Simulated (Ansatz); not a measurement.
**ClH₃NO₂Ta: how energies converge with the basis set**

The task here is to estimate one member of a computed series from the others.

Method: one geometry, several basis sets; program: Ansatz 0.2.0, Gaussian basis.

Levels to be run: PBE0-D4/def2-SVP; ωB97M-V/def2-SVP; PBE0-D4/def2-QZVPP; ωB97M-V/def2-QZVPP; the functionals' def2-TZVPP values are taken from earlier runs.

### The geometry

All runs share one geometry, relaxed beforehand with PBE0-D4 in a triple-zeta def2 set. Ta takes the def2 core potential; no spin-orbit term is included.

SMILES `[NH]=[Ta]([OH])([OH])[Cl]`, 8 atoms, charge 0, spin multiplicity 1.

Atoms are counted from 1 here; the program's logs count them from 0.

Bond lengths: N1–Ta2 1.760 Å, N1–H6 1.006 Å, Ta2–O3 1.900 Å, Ta2–O4 1.900 Å, Ta2–Cl5 2.324 Å, O3–H7 0.957 Å, O4–H8 0.957 Å. Angles: Ta2–N1–H6 178.3°, N1–Ta2–O3 108.9°, N1–Ta2–O4 108.9°, N1–Ta2–Cl5 109.1°, O3–Ta2–O4 108.7°, O3–Ta2–Cl5 110.6°, O4–Ta2–Cl5 110.6°, Ta2–O3–H7 130.0°, Ta2–O4–H8 130.0°.

Set-up of the first run:

The input, in.yaml:

```yaml
crystal:
  periodic: [false, false, false]
  atoms:
    - {symbol: N, position_ang: [-0.826899, 0.881897, 0.863543]}
    - {symbol: Ta, position_ang: [0.123901, 0.078154, -0.380850]}
    - {symbol: O, position_ang: [1.873236, -0.238215, 0.288915]}
    - {symbol: O, position_ang: [-0.682114, -1.593120, -0.788318]}
    - {symbol: Cl, position_ang: [0.203698, 1.429506, -2.269683]}
    - {symbol: H, position_ang: [-1.374372, 1.364479, 1.555347]}
    - {symbol: H, position_ang: [2.263425, 0.004790, 1.128376]}
    - {symbol: H, position_ang: [-1.488676, -1.984491, -0.453228]}
basis:
  gaussian: {orbitals: def2-SVP}
hamiltonian: {xc: pbe0, dispersion: d4}
output: {orbitals: {seedname: orbitals}}
```

Steps of the session up to this table: PBE0-D4 in def2-SVP; ωB97M-V in def2-SVP; PBE0-D4 in def2-QZVPP; ωB97M-V in def2-QZVPP.

One table of the session follows, with a row left open; its other results are not shown here.

It belongs to the step «Density functionals: the series». 

| functional | basis | HOMO (eV) |
| --- | --- | --- |
| PBE0-D4 | def2-SVP | -7.93 |
| PBE0-D4 | def2-TZVPP | -7.96 |
| PBE0-D4 | def2-QZVPP | -8.00 |
| ωB97M-V | def2-SVP | -10.17 |
| ωB97M-V | def2-TZVPP | ? |
| ωB97M-V | def2-QZVPP | -10.27 |

Estimate the missing values for ωB97M-V, def2-TZVPP.

The run gave: HOMO (eV): -10.22. In the column «HOMO (eV)» it lies between ωB97M-V, def2-QZVPP (-10.27) and ωB97M-V, def2-SVP (-10.17).
